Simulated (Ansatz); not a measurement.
# Lu2CCl2: the cost of one run

All numbers below are computed with Ansatz 0.2.0 (DFT PBEsol, scalar-relativistic, plane waves, PAW).

4 further runs of the same task are left out: 1 that didn't finish, 3 set aside as unsound or not needed.

### 1 The system as given

The cell holds 24 atoms (C4Cl10Lu10): a = 6.161 Å, b = 9.411 Å, c = 9.683 Å, α = 86.02°, β = 77.76°, γ = 70.89°.

Structure file:

```cif
data_structure
_symmetry_space_group_name_H-M 'P 1'
_symmetry_Int_Tables_number 1
_cell_length_a 6.1606
_cell_length_b 9.4105
_cell_length_c 9.6832
_cell_angle_alpha 86.019
_cell_angle_beta 77.756
_cell_angle_gamma 70.893
_cell_volume 518.39
loop_
_atom_site_label
_atom_site_type_symbol
_atom_site_fract_x
_atom_site_fract_y
_atom_site_fract_z
_atom_site_occupancy
C1 C 0.10000 0.80000 0.50000 1
C2 C 0.90000 0.20000 0.50000 1
C3 C 0.70000 0.60000 0.50000 1
C4 C 0.50000 0.00000 0.50000 1
Cl1 Cl 0.52772 0.40000 0.81684 1
Cl2 Cl 0.32772 0.80000 0.81684 1
Cl3 Cl 0.12772 0.20000 0.81684 1
Cl4 Cl 0.92772 0.60000 0.81684 1
Cl5 Cl 0.72772 0.00000 0.81684 1
Cl6 Cl 0.07228 0.40000 0.18316 1
Cl7 Cl 0.87228 0.80000 0.18316 1
Cl8 Cl 0.67228 0.20000 0.18316 1
Cl9 Cl 0.47228 0.60000 0.18316 1
Cl10 Cl 0.27228 0.00000 0.18316 1
Lu1 Lu 0.92139 0.40000 0.63582 1
Lu2 Lu 0.72139 0.80000 0.63582 1
Lu3 Lu 0.52139 0.20000 0.63582 1
Lu4 Lu 0.32139 0.60000 0.63582 1
Lu5 Lu 0.12139 0.00000 0.63582 1
Lu6 Lu 0.67861 0.40000 0.36418 1
Lu7 Lu 0.47861 0.80000 0.36418 1
Lu8 Lu 0.27861 0.20000 0.36418 1
Lu9 Lu 0.07861 0.60000 0.36418 1
Lu10 Lu 0.87861 0.00000 0.36418 1
```

The host was relaxed before at PBEsol: a = 3.557 Å, b = 3.557 Å, c = 28.389 Å, α = 90.00°, β = 90.00°, γ = 120.00° (conventional cell), 20.736 Å³/atom.

Places, in fractions of the supercell: a vacancy on C at (0.300, 0.400, 0.500). The start keeps the symmetry of the ideal site.

### 2 Band edges of the host over the zone

Contents of input.yaml:

```yaml
crystal:
  lattice:
    - [1.7784259394, 1.0267746931, 9.4629491474]
    - [-1.7784259394, 1.0267746931, 9.4629491474]
    - [0.0, -2.0535493914, 9.4629491468]
  atoms:
    - { symbol: C, position: [0.5, 0.5, 0.5] }
    - { symbol: Cl, position: [0.727720791, 0.727720791, 0.727720791] }
    - { symbol: Cl, position: [0.272279209, 0.272279209, 0.272279209] }
    - { symbol: Lu, position: [0.1213946702, 0.1213946702, 0.1213946702] }
    - { symbol: Lu, position: [0.8786053298, 0.8786053298, 0.8786053298] }
basis:
  ecutwfc: 420
  xc_grid: 2
kpoints:
  mp_grid: { grid: [9, 9, 9] }
  band_path: { path: [VBM, CBM], npoints: 2 }
hamiltonian:
  xc: pbesol
scf:
  occupations: { method: gaussian, width: 0.02 }
output:
  forces: true
  stress: true
  eigenvalues: true
```

Run with:

```
$ ansatz run input.yaml --threads 8 --pin off --max-ram 14336MiB --backend cpu --events-out ev --progress --plain --runs-dir out
```

**Question.** How long does this run take on 8 threads of Intel Xeon 6975P-C (Granite Rapids), shared host, and how much memory does it need?

About 4.5 s, with a peak of 0.73 GiB.
